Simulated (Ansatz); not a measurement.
# Hf8GeH4O16: the cost of one run

Computed with Ansatz 0.2.0 (DFT PBE+D3(BJ), scalar-relativistic, plane waves, PAW, unless a step's input says otherwise).

2 further runs of the same task are left out: 2 set aside as unsound or not needed.

### Step 1. The starting structure

The structure is triclinic, space group P1 (No. 1). The conventional cell has a = 5.126 Å, b = 5.202 Å, c = 25.747 Å, α = 90.00°, β = 90.00°, γ = 90.00°. O (site symmetry 1) is surrounded by 2 Hf at 2.24 to 2.25 Å. O (site symmetry 1) is surrounded by 2 Hf at 2.15 to 2.17 Å. O (site symmetry 1) has 2 Hf at 2.05 to 2.06 Å as nearest neighbours. Hf (site symmetry 1) has 6 O at 2.05 to 2.25 Å as nearest neighbours. Around Hf (site symmetry 1) lie 7 O at 2.05 to 2.25 Å. O (site symmetry 1) has 3 Hf at 2.05 to 2.15 Å as nearest neighbours. O (site symmetry 1) is surrounded by 4 Hf at 2.15 to 2.25 Å. Only part of the 24 independent sites is listed.

Coordinates:

```
CELL_PARAMETERS angstrom
5.12610 0.00000 0.00000
0.00000 5.20218 0.00000
0.00000 0.00000 25.74721
ATOMIC_POSITIONS crystal
O 0.63479 0.24192 0.31071
O 0.53613 0.75808 0.31918
O 0.18324 0.33582 0.34709
Hf 0.84450 0.54244 0.35726
Hf 0.41188 0.04244 0.37425
O 0.07314 0.83582 0.38443
O 0.72025 0.25808 0.41233
O 0.62159 0.74192 0.42080
O 0.26870 0.16418 0.44871
Hf 0.92997 0.95756 0.45888
Hf 0.49734 0.45756 0.47587
O 0.15860 0.66418 0.48605
O 0.80594 0.24606 0.51694
O 0.70674 0.76156 0.52647
O 0.34914 0.33210 0.55224
Hf 0.01754 0.54131 0.55920
Hf 0.59046 0.05203 0.57757
O 0.24556 0.83502 0.59110
O 0.87837 0.27490 0.61867
O 0.78652 0.76387 0.63033
O 0.42240 0.18077 0.65439
Hf 0.11465 0.95346 0.66194
Hf 0.61936 0.48539 0.67432
O 0.31296 0.68620 0.69853
```

Planes are indexed in the bulk's conventional cell (P2_1/c (No. 14)), a = 5.126 Å, b = 5.202 Å, c = 5.306 Å, α = 90.00°, β = 99.51°, γ = 90.00°.

This (001) slab, 9.7 Å thick as cut, with 16 Å of vacuum; its outer planes are O (top) and O (bottom), was relaxed beforehand with its lower half held: -134885.3997 eV, work function 4.22 eV (top face), 8.13 eV (bottom face), dipole along +c 0.576 e·Å per cell.

### Step 2. GeH4, inverted, over a bridge (O-Hf) site

input.yaml

```yaml
crystal:
  lattice:
    - [5.1260959497, 0.0, 0.0]
    - [0.0, 5.2021810367, 0.0]
    - [0.0, 0.0, 30.1754087171]
  atoms:
    - { symbol: O, position: [0.634792214, 0.2419181659, 0.2651165416] }
    - { symbol: O, position: [0.5361300047, 0.7580818341, 0.2723422162] }
    - { symbol: O, position: [0.1832406024, 0.3358219386, 0.29615148] }
    - { symbol: Hf, position: [0.8445046142, 0.5424419734, 0.304835819] }
    - { symbol: Hf, position: [0.4118787138, 0.0424419734, 0.3193298255] }
    - { symbol: O, position: [0.0731427257, 0.8358219386, 0.3280141645] }
    - { symbol: O, position: [0.7202533234, 0.2580818341, 0.3518234283] }
    - { symbol: O, position: [0.6215911141, 0.7419181659, 0.3590491029] }
    - { symbol: O, position: [0.2687017118, 0.1641780614, 0.3828583668] }
    - { symbol: Hf, position: [0.9299657236, 0.9575580266, 0.3915427058] }
    - { symbol: Hf, position: [0.4973398232, 0.4575580266, 0.4060367122] }
    - { symbol: O, position: [0.1586038351, 0.6641780614, 0.4147210512] }
    - { symbol: O, position: [0.8059421508, 0.2460644756, 0.4410783737] }
    - { symbol: O, position: [0.7067390629, 0.7615641028, 0.4492137354] }
    - { symbol: O, position: [0.3491442918, 0.3320972272, 0.4711992713] }
    - { symbol: Hf, position: [0.017536824, 0.5413109571, 0.4771363695] }
    - { symbol: Hf, position: [0.5904579039, 0.0520260042, 0.492808438] }
    - { symbol: O, position: [0.2455561648, 0.8350207947, 0.5043560736] }
    - { symbol: O, position: [0.8783700684, 0.2748950979, 0.5278768049] }
    - { symbol: O, position: [0.7865196878, 0.7638675764, 0.5378315215] }
    - { symbol: O, position: [0.4223972359, 0.1807702232, 0.5583632618] }
    - { symbol: Hf, position: [0.1146507211, 0.9534605459, 0.5648013002] }
    - { symbol: Hf, position: [0.6193642493, 0.4853911014, 0.5753637515] }
    - { symbol: O, position: [0.3129571322, 0.6861992325, 0.5960215113] }
    - { symbol: Ge, position: [0.2947909464, 0.7611234585, 0.7216834381] }
    - { symbol: H, position: [0.2138039266, 0.8198298892, 0.6732367041] }
    - { symbol: H, position: [0.5553657696, 0.8993404736, 0.7322483323] }
    - { symbol: H, position: [0.3301873221, 0.467156179, 0.7275458276] }
    - { symbol: H, position: [0.0798232846, 0.8581570646, 0.7537062024] }
basis:
  ecutwfc: 420
kpoints:
  mp_grid: { grid: [3, 3, 1] }
hamiltonian:
  xc: pbe
  dispersion: d3bj
scf:
  occupations: { method: gaussian, width: 0.05 }
output:
  forces: true
  eigenvalues: true
  write_density: true
  write_potential: true
  elf: true
  volumetric_format: npy
relax:
  adjacent_minimum: "off"
  f_tol: 0.04
  max_steps: 100
  constraints: [{ sites: [0, 1, 2, 3, 4, 5, 6, 7, 8, 9, 10, 11] }]
efield:
  axis: 3
  dipole_correction: true
  ramp_width: 0.04
```

The run is started by

```sh
ansatz run input.yaml --threads 4 --pin off --max-ram 10240MiB --backend cpu --events-out ev --progress --plain --runs-dir out
```

**Question.** How long does this run take on 4 threads of Intel Xeon Platinum 8488C (Sapphire Rapids), shared host, and how much memory does it need?

About 20 min, with a peak of 3.2 GiB.
